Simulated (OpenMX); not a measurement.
Sheet: Mn, a sheet with vacuum.

```
CELL_PARAMETERS angstrom
2.61432 0.00000 0.00000
0.00000 2.61432 0.00000
0.00000 0.00000 23.80000
ATOMIC_POSITIONS crystal
Mn 0.00000 0.00000 0.29412
```

The cell was built by a generator and needn't be a form met in nature.

Base run:

* Program: OpenMX 3.8.5
* Functional: PBE
* Potentials or basis: OpenMX 2013 PBE set, Mn6.0-s3p2d2, grid cutoff 400 Ry
* k mesh: 7 × 7 × 1
* Occupations: fermi-dirac, width 0.05 eV
* Spin: collinear spin, ferromagnetic start
* Starting moments: [4.0] μB
* Hubbard terms: Mn U = 6 eV

Its results: band gap on the k mesh none (metal or under the smearing width); net moment 5.00 μB per cell; site moments Mn +5.00 μB.

Task: The run is repeated on the same cell with these changes: hubbard terms from Mn U = 6 eV to Mn U = 2 eV. What comes out?

Result: Band gap on the k mesh none (metal or under the smearing width); net moment 4.52 μB per cell; site moments Mn +4.52 μB.

Caveats: no basis functions reach into the vacuum, so the work function isn't listed; U acts on the first radial function of the shell alone, so its value doesn't carry over to other programs; the basis of atomic orbitals isn't converged, which shifts pressures, moduli and gaps; the U is typed as a test and isn't derived for this compound.
